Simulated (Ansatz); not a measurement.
# C2H6FGaO: basis-set convergence

The task here is to estimate one member of a computed series from the others.

Method: one geometry, several basis sets; program: Ansatz 0.2.0, Gaussian basis.

Plan: PBE0-D4/def2-SVP; ωB97M-V/def2-SVP; PBE0-D4/def2-QZVPP; ωB97M-V/def2-QZVPP; the functionals' def2-TZVPP values are taken from earlier runs.

## The geometry

The geometry comes from an earlier relaxation with PBE0-D4 in a triple-zeta def2 set; it is a stationary point, not always the lowest conformer.

SMILES `C[O][Ga]([CH3])[F]`, 11 atoms, charge 0, spin multiplicity 1.

Atoms are counted from 1 here; the program's logs count them from 0.

Bond lengths: C1–O2 1.404 Å, C1–H6 1.095 Å, C1–H7 1.099 Å, C1–H8 1.095 Å, O2–Ga3 1.773 Å, Ga3–C4 1.944 Å, Ga3–F5 1.753 Å, C4–H9 1.092 Å, C4–H10 1.090 Å, C4–H11 1.090 Å. Angles: O2–C1–H6 109.8°, O2–C1–H7 113.7°, O2–C1–H8 110.0°, H6–C1–H7 107.6°, H6–C1–H8 108.0°, H7–C1–H8 107.6°, C1–O2–Ga3 123.4°, O2–Ga3–C4 128.7°, O2–Ga3–F5 110.2°, C4–Ga3–F5 121.1°, Ga3–C4–H9 109.5°, Ga3–C4–H10 109.6°, Ga3–C4–H11 111.2°, H9–C4–H10 108.3°, H9–C4–H11 108.6°, H10–C4–H11 109.5°.

The first run:

Input file in.yaml:

```yaml
crystal:
  periodic: [false, false, false]
  atoms:
    - {symbol: C, position_ang: [0.005335, -0.116760, 1.965637]}
    - {symbol: O, position_ang: [0.528559, 0.895824, 1.145922]}
    - {symbol: Ga, position_ang: [0.453252, 0.855675, -0.624612]}
    - {symbol: C, position_ang: [-0.310735, -0.509743, -1.778236]}
    - {symbol: F, position_ang: [1.192029, 2.297072, -1.293828]}
    - {symbol: H, position_ang: [0.794211, -0.515237, 2.612488]}
    - {symbol: H, position_ang: [-0.423872, -0.959670, 1.406025]}
    - {symbol: H, position_ang: [-0.783513, 0.291000, 2.607035]}
    - {symbol: H, position_ang: [-1.334184, -0.235407, -2.040675]}
    - {symbol: H, position_ang: [0.271699, -0.579770, -2.696944]}
    - {symbol: H, position_ang: [-0.327281, -1.480085, -1.282211]}
basis:
  gaussian: {orbitals: def2-SVP}
hamiltonian: {xc: pbe0, dispersion: d4}
output: {orbitals: {seedname: orbitals}}
```

Launch:

```
ansatz run in.yaml --threads 2 --pin off --events-out ev --progress --plain --max-ram 22528MiB --backend cpu
```

Steps of the session up to this table: PBE0-D4 in def2-SVP; ωB97M-V in def2-SVP; PBE0-D4 in def2-QZVPP; ωB97M-V in def2-QZVPP.

One of the session's tables, all rows but one given; the rest of the session is left out.

It belongs to the step «Functionals by basis». 

| functional | basis | HOMO (eV) |
| --- | --- | --- |
| PBE0-D4 | def2-SVP | ? |
| PBE0-D4 | def2-TZVPP | -8.02 |
| PBE0-D4 | def2-QZVPP | -8.05 |
| ωB97M-V | def2-SVP | -10.30 |
| ωB97M-V | def2-TZVPP | -10.44 |
| ωB97M-V | def2-QZVPP | -10.48 |

Q: Estimate the row for PBE0-D4, def2-SVP from the others.

**Answer.** HOMO (eV): -7.90. In the column «HOMO (eV)» it is the highest.
